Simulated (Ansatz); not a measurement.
**C₃H₉BSi: one species, many methods**

The task here is to estimate one member of a computed series from the others.

Program: Ansatz 0.2.0, Gaussian basis. Level of theory: functionals in def2-TZVPP, the program's frozen cores in correlated methods. These are calculated values, not measurements.

The runs, in order: LDA (SPW92), PBE-D4, revPBE-D4, BLYP-D4, r2SCAN-D4, B97M-V, PBE0-D4, B3LYP-D4, r2SCANh-D4, r2SCAN0-D4, HSE06-D4, BHLYP-D4, CAM-B3LYP-D4, LC-ωPBE, ωB97X-V, ωB97M-V, B2PLYP, PBE-QIDH; CCSD(T)/def2-SVP; CCSD(T)/def2-TZVPP; MP2/def2-QZVPP; extrapolation to the limit; RPA on PBE.

## The geometry

The geometry comes from an earlier relaxation with PBE0-D4 in a triple-zeta def2 set; it is a stationary point, not always the lowest conformer.

SMILES `BC(=C)[SiH2]C`, 14 atoms, charge 0, spin multiplicity 1.

Atoms are counted from 1 here; the program's logs count them from 0.

Bond lengths: B1–C2 1.542 Å, B1–H6 1.199 Å, B1–H7 1.200 Å, C2–C3 1.345 Å, C2–Si4 1.871 Å, C3–H8 1.090 Å, C3–H9 1.089 Å, Si4–C5 1.870 Å, Si4–H10 1.492 Å, Si4–H11 1.491 Å, C5–H12 1.092 Å, C5–H13 1.092 Å, C5–H14 1.093 Å. Angles: C2–B1–H6 122.0°, C2–B1–H7 119.3°, H6–B1–H7 118.8°, B1–C2–C3 117.4°, B1–C2–Si4 121.7°, C3–C2–Si4 120.9°, C2–C3–H8 123.0°, C2–C3–H9 121.1°, H8–C3–H9 115.9°, C2–Si4–C5 110.9°, C2–Si4–H10 108.9°, C2–Si4–H11 109.1°, C5–Si4–H10 110.4°, C5–Si4–H11 109.3°, H10–Si4–H11 108.1°, Si4–C5–H12 111.0°, Si4–C5–H13 110.8°, Si4–C5–H14 110.5° and more.

Set-up of the first run:

Contents of in.yaml:

```yaml
crystal:
  periodic: [false, false, false]
  atoms:
    - {symbol: B, position_ang: [0.069055, 1.533676, 1.231952]}
    - {symbol: C, position_ang: [-0.169634, 0.039087, 0.937591]}
    - {symbol: C, position_ang: [-1.011147, -0.624538, 1.749736]}
    - {symbol: Si, position_ang: [0.660417, -0.824769, -0.500110]}
    - {symbol: C, position_ang: [0.192001, -0.021461, -2.122953]}
    - {symbol: H, position_ang: [0.790570, 2.207578, 0.551424]}
    - {symbol: H, position_ang: [-0.482569, 2.042193, 2.168014]}
    - {symbol: H, position_ang: [-1.247591, -1.680627, 1.624054]}
    - {symbol: H, position_ang: [-1.500556, -0.124087, 2.584092]}
    - {symbol: H, position_ang: [0.260209, -2.262360, -0.496305]}
    - {symbol: H, position_ang: [2.138842, -0.754646, -0.323713]}
    - {symbol: H, position_ang: [0.704129, -0.502656, -2.959359]}
    - {symbol: H, position_ang: [-0.884459, -0.092405, -2.295015]}
    - {symbol: H, position_ang: [0.467634, 1.035913, -2.120509]}
basis:
  gaussian: {orbitals: def2-TZVPP}
hamiltonian: {xc: lda}
output: {orbitals: {seedname: orbitals}}
```

Among the steps run: LDA; PBE-D4 (GGA); revPBE-D4 (GGA); BLYP-D4 (GGA); r2SCAN-D4 (meta-GGA); B97M-V (meta-GGA); PBE0-D4 (hybrid); B3LYP-D4 (hybrid); r2SCANh-D4 (hybrid); r2SCAN0-D4 (hybrid); HSE06-D4 (hybrid); BHLYP-D4 (hybrid); CAM-B3LYP-D4 (range-separated); LC-ωPBE (range-separated); ωB97X-V (range-separated); ωB97M-V (range-separated); B2PLYP (double hybrid); PBE-QIDH (double hybrid).

One of the session's tables, all rows but one given; the rest of the session is left out.

It belongs to the step «Frontier levels by functional». 

| functional | HOMO (eV) | LUMO (eV) | gap (eV) |
| --- | --- | --- | --- |
| LDA (SPW92) | -7.06 | -3.47 | 3.59 |
| PBE-D4 | -6.97 | -3.19 | 3.78 |
| revPBE-D4 | -6.93 | -3.08 | 3.85 |
| BLYP-D4 | -6.88 | -3.02 | 3.87 |
| r2SCAN-D4 | -7.22 | -2.94 | 4.29 |
| B97M-V | -7.36 | -2.97 | 4.38 |
| PBE0-D4 | -8.24 | -2.19 | 6.05 |
| B3LYP-D4 | -8.05 | -2.39 | 5.66 |
| r2SCANh-D4 | -7.70 | -2.58 | 5.12 |
| r2SCAN0-D4 | -8.40 | -2.05 | 6.35 |
| HSE06-D4 | -7.85 | -2.58 | 5.27 |
| BHLYP-D4 | -9.19 | -1.09 | 8.11 |
| CAM-B3LYP-D4 | -9.57 | -1.06 | 8.51 |
| LC-ωPBE | -10.92 | 0.09 | 11.01 |
| ωB97X-V | -10.56 | 0.01 | 10.57 |
| ωB97M-V | ? | ? | ? |

Q: Estimate the row for ωB97M-V from the others.

The run gave: HOMO (eV): -10.45; LUMO (eV): -0.17; gap (eV): 10.28. In the column «HOMO (eV)» it lies between ωB97X-V (-10.56) and CAM-B3LYP-D4 (-9.57).
